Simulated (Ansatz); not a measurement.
**C2H8B2FN: up Jacob's ladder to CCSD(T)**

An exercise on one series of results from a longer session: the logs are not shown, and one member is left open.

Computed with Ansatz 0.2.0, Gaussian basis. Level: functionals in def2-TZVPP, the program's frozen cores in correlated methods.

Levels to be run: LDA (SPW92), PBE-D4, revPBE-D4, BLYP-D4, r2SCAN-D4, B97M-V, PBE0-D4, B3LYP-D4, r2SCANh-D4, r2SCAN0-D4, HSE06-D4, BHLYP-D4, CAM-B3LYP-D4, LC-ωPBE, ωB97X-V, ωB97M-V, B2PLYP, PBE-QIDH; CCSD(T)/def2-SVP; CCSD(T)/def2-TZVPP; MP2/def2-QZVPP; extrapolation to the limit; RPA on PBE.

### Structure used throughout

An earlier PBE0-D4 in a triple-zeta def2 set relaxation fixed the geometry.

SMILES `BN(C)B(C)F`, 14 atoms, charge 0, spin multiplicity 1.

Atoms are counted from 1 here; the program's logs count them from 0.

Bond lengths: B1–N2 1.408 Å, B1–H7 1.197 Å, B1–H8 1.192 Å, N2–C3 1.465 Å, N2–B4 1.439 Å, C3–H9 1.092 Å, C3–H10 1.089 Å, C3–H11 1.092 Å, B4–C5 1.560 Å, B4–F6 1.342 Å, C5–H12 1.095 Å, C5–H13 1.087 Å, C5–H14 1.095 Å. Angles: N2–B1–H7 119.0°, N2–B1–H8 120.2°, H7–B1–H8 120.8°, B1–N2–C3 119.9°, B1–N2–B4 123.3°, C3–N2–B4 116.8°, N2–C3–H9 111.0°, N2–C3–H10 109.4°, N2–C3–H11 111.0°, H9–C3–H10 108.9°, H9–C3–H11 107.6°, H10–C3–H11 108.9°, N2–B4–C5 127.9°, N2–B4–F6 115.2°, C5–B4–F6 116.9°, B4–C5–H12 109.1°, B4–C5–H13 115.1°, B4–C5–H14 109.2° and more.

Geometry (Å):

```mol
C2H8B2FN
  3D, bonds by distance, orders not assigned

 14 13  0  0  0  0  0  0  0  0999 V2000
   -0.6506    0.1708    1.5028 B   0  0
   -0.1090    0.5187    0.2505 N   0  0
    0.0420    1.9301   -0.1130 C   0  0
    0.3158   -0.4520   -0.7235 B   0  0
    0.2719   -2.0067   -0.6083 C   0  0
    0.8049    0.0581   -1.8642 F   0  0
   -0.9811    1.0426    2.2543 H   0  0
   -0.7763   -0.9757    1.8051 H   0  0
   -0.5303    2.1652   -1.0122 H   0  0
   -0.3139    2.5540    0.7049 H   0  0
    1.0874    2.1719   -0.3134 H   0  0
   -0.3403   -2.4093   -1.4223 H   0  0
   -0.1115   -2.3888    0.3345 H   0  0
    1.2783   -2.4081   -0.7665 H   0  0
  1  2  8  0
  2  3  8  0
  2  4  8  0
  4  5  8  0
  4  6  8  0
  1  7  8  0
  1  8  8  0
  3  9  8  0
  3 10  8  0
  3 11  8  0
  5 12  8  0
  5 13  8  0
  5 14  8  0
M  END
```

Set-up of the first run:

Input file in.yaml:

```yaml
crystal:
  periodic: [false, false, false]
  atoms:
    - {symbol: B, position_ang: [-0.650629, 0.170835, 1.502806]}
    - {symbol: N, position_ang: [-0.109046, 0.518668, 0.250490]}
    - {symbol: C, position_ang: [0.042037, 1.930083, -0.112977]}
    - {symbol: B, position_ang: [0.315754, -0.452021, -0.723469]}
    - {symbol: C, position_ang: [0.271891, -2.006705, -0.608258]}
    - {symbol: F, position_ang: [0.804862, 0.058109, -1.864245]}
    - {symbol: H, position_ang: [-0.981089, 1.042574, 2.254316]}
    - {symbol: H, position_ang: [-0.776269, -0.975745, 1.805095]}
    - {symbol: H, position_ang: [-0.530304, 2.165153, -1.012231]}
    - {symbol: H, position_ang: [-0.313917, 2.554004, 0.704908]}
    - {symbol: H, position_ang: [1.087415, 2.171876, -0.313428]}
    - {symbol: H, position_ang: [-0.340345, -2.409250, -1.422322]}
    - {symbol: H, position_ang: [-0.111537, -2.388823, 0.334482]}
    - {symbol: H, position_ang: [1.278275, -2.408055, -0.766467]}
basis:
  gaussian: {orbitals: def2-TZVPP}
hamiltonian: {xc: lda}
output: {orbitals: {seedname: orbitals}}
```

Steps of the session up to this table: LDA; PBE-D4 (GGA); revPBE-D4 (GGA); BLYP-D4 (GGA); r2SCAN-D4 (meta-GGA); B97M-V (meta-GGA); PBE0-D4 (hybrid); B3LYP-D4 (hybrid); r2SCANh-D4 (hybrid); r2SCAN0-D4 (hybrid); HSE06-D4 (hybrid); BHLYP-D4 (hybrid); CAM-B3LYP-D4 (range-separated); LC-ωPBE (range-separated); ωB97X-V (range-separated); ωB97M-V (range-separated); B2PLYP (double hybrid); PBE-QIDH (double hybrid).

One of the session's tables, all rows but one given; the rest of the session is left out.

It belongs to the step «Orbital energies across the functionals». 

| functional | HOMO (eV) | gap (eV) |
| --- | --- | --- |
| LDA (SPW92) | ? | ? |
| PBE-D4 | -7.25 | 5.51 |
| revPBE-D4 | -7.19 | 5.56 |
| BLYP-D4 | -7.12 | 5.52 |
| r2SCAN-D4 | -7.47 | 6.11 |
| B97M-V | -7.56 | 6.13 |
| PBE0-D4 | -8.51 | 7.76 |
| B3LYP-D4 | -8.28 | 7.30 |
| r2SCANh-D4 | -7.95 | 6.93 |
| r2SCAN0-D4 | -8.67 | 8.15 |
| HSE06-D4 | -8.11 | 6.97 |
| BHLYP-D4 | -9.68 | 9.95 |
| CAM-B3LYP-D4 | -9.88 | 10.21 |
| LC-ωPBE | -11.26 | 12.78 |
| ωB97X-V | -10.89 | 12.31 |
| ωB97M-V | -10.82 | 11.98 |

Q: Estimate the row for LDA (SPW92) from the others.

**Answer.** HOMO (eV): -7.41; gap (eV): 5.38. In the column «HOMO (eV)» it lies between r2SCAN-D4 (-7.47) and PBE-D4 (-7.25).
